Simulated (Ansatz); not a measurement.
# ClH₃Se₃Si: a ladder of functionals and wavefunction methods

An exercise on one series of results from a longer session: the logs are not shown, and one member is left open.

Method: functionals in def2-TZVPP, the program's frozen cores in correlated methods; program: Ansatz 0.2.0, Gaussian basis.

Plan: LDA (SPW92), PBE-D4, revPBE-D4, BLYP-D4, r2SCAN-D4, B97M-V, PBE0-D4, B3LYP-D4, r2SCANh-D4, r2SCAN0-D4, HSE06-D4, BHLYP-D4, CAM-B3LYP-D4, LC-ωPBE, ωB97X-V, ωB97M-V, B2PLYP, PBE-QIDH; CCSD(T)/def2-SVP; MP2/def2-TZVPP; MP2/def2-QZVPP; RPA on PBE.

### Structure used throughout

The geometry comes from an earlier relaxation with PBE0-D4 in a triple-zeta def2 set; it is a stationary point, not always the lowest conformer.

SMILES `Cl[Si]([SeH])([SeH])[SeH]`, 8 atoms, charge 0, spin multiplicity 1.

Atoms are counted from 1 here; the program's logs count them from 0.

Bond lengths: Cl1–Si2 2.053 Å, Si2–Se3 2.263 Å, Si2–Se4 2.264 Å, Si2–Se5 2.266 Å, Se3–H6 1.472 Å, Se4–H7 1.471 Å, Se5–H8 1.470 Å. Angles: Cl1–Si2–Se3 112.8°, Cl1–Si2–Se4 110.6°, Cl1–Si2–Se5 103.7°, Se3–Si2–Se4 106.4°, Se3–Si2–Se5 108.2°, Se4–Si2–Se5 115.3°, Si2–Se3–H6 92.9°, Si2–Se4–H7 92.8°, Si2–Se5–H8 91.7°.

Coordinates:

```mol
ClH3Se3Si
  3D, bonds by distance, orders not assigned

  8  7  0  0  0  0  0  0  0  0999 V2000
   -1.1747    0.8106    1.8804 Cl  0  0
   -0.1199   -0.0438    0.3395 Si  0  0
    1.9790   -0.6401    0.9388 Se  0  0
    0.0961    1.4131   -1.3802 Se  0  0
   -1.2859   -1.9292   -0.1287 Se  0  0
    2.4338    0.7572    1.0167 H   0  0
   -1.3377    1.7413   -1.3752 H   0  0
   -0.4985   -2.1661   -1.3471 H   0  0
  1  2  8  0
  2  3  8  0
  2  4  8  0
  2  5  8  0
  3  6  8  0
  4  7  8  0
  5  8  8  0
M  END
```

The first run:

in.yaml

```yaml
crystal:
  periodic: [false, false, false]
  atoms:
    - {symbol: Cl, position_ang: [-1.174727, 0.810556, 1.880370]}
    - {symbol: Si, position_ang: [-0.119851, -0.043764, 0.339536]}
    - {symbol: Se, position_ang: [1.978958, -0.640149, 0.938802]}
    - {symbol: Se, position_ang: [0.096104, 1.413112, -1.380232]}
    - {symbol: Se, position_ang: [-1.285883, -1.929157, -0.128733]}
    - {symbol: H, position_ang: [2.433788, 0.757173, 1.016665]}
    - {symbol: H, position_ang: [-1.337706, 1.741314, -1.375211]}
    - {symbol: H, position_ang: [-0.498483, -2.166084, -1.347098]}
basis:
  gaussian: {orbitals: def2-TZVPP}
hamiltonian: {xc: lda}
output: {orbitals: {seedname: orbitals}}
```

Launch:

```
$ ansatz run in.yaml --threads 4 --pin off --events-out ev --progress --plain --max-ram 11315MiB
```

Among the steps run: LDA; PBE-D4 (GGA); revPBE-D4 (GGA); BLYP-D4 (GGA); r2SCAN-D4 (meta-GGA); B97M-V (meta-GGA); B3LYP-D4 (hybrid); r2SCANh-D4 (hybrid); r2SCAN0-D4 (hybrid); HSE06-D4 (hybrid); BHLYP-D4 (hybrid); CAM-B3LYP-D4 (range-separated); LC-ωPBE (range-separated); ωB97X-V (range-separated); ωB97M-V (range-separated); B2PLYP (double hybrid); PBE-QIDH (double hybrid).

One table of the session follows, with a row left open; its other results are not shown here.

It belongs to the step «Orbital energies across the functionals». 

```
  functional  HOMO (eV)  gap (eV)
 LDA (SPW92)      -6.28      4.12
      PBE-D4      -6.12      4.20
   revPBE-D4      -6.07      4.25
     BLYP-D4      -5.94      4.12
   r2SCAN-D4      -6.42      4.72
      B97M-V          ?         ?
     PBE0-D4      -7.26      6.18
    B3LYP-D4      -7.01      5.70
  r2SCANh-D4      -6.83      5.43
  r2SCAN0-D4      -7.45      6.49
    HSE06-D4      -6.87      5.41
    BHLYP-D4      -8.24      8.08
CAM-B3LYP-D4      -8.51      8.46
     LC-ωPBE      -9.87     10.97
     ωB97X-V      -9.53     10.52
     ωB97M-V      -9.37     10.17
```

**Question.** Estimate the row for B97M-V.

The run gave: HOMO (eV): -6.47; gap (eV): 4.83. In the column «HOMO (eV)» it lies between r2SCANh-D4 (-6.83) and r2SCAN-D4 (-6.42).
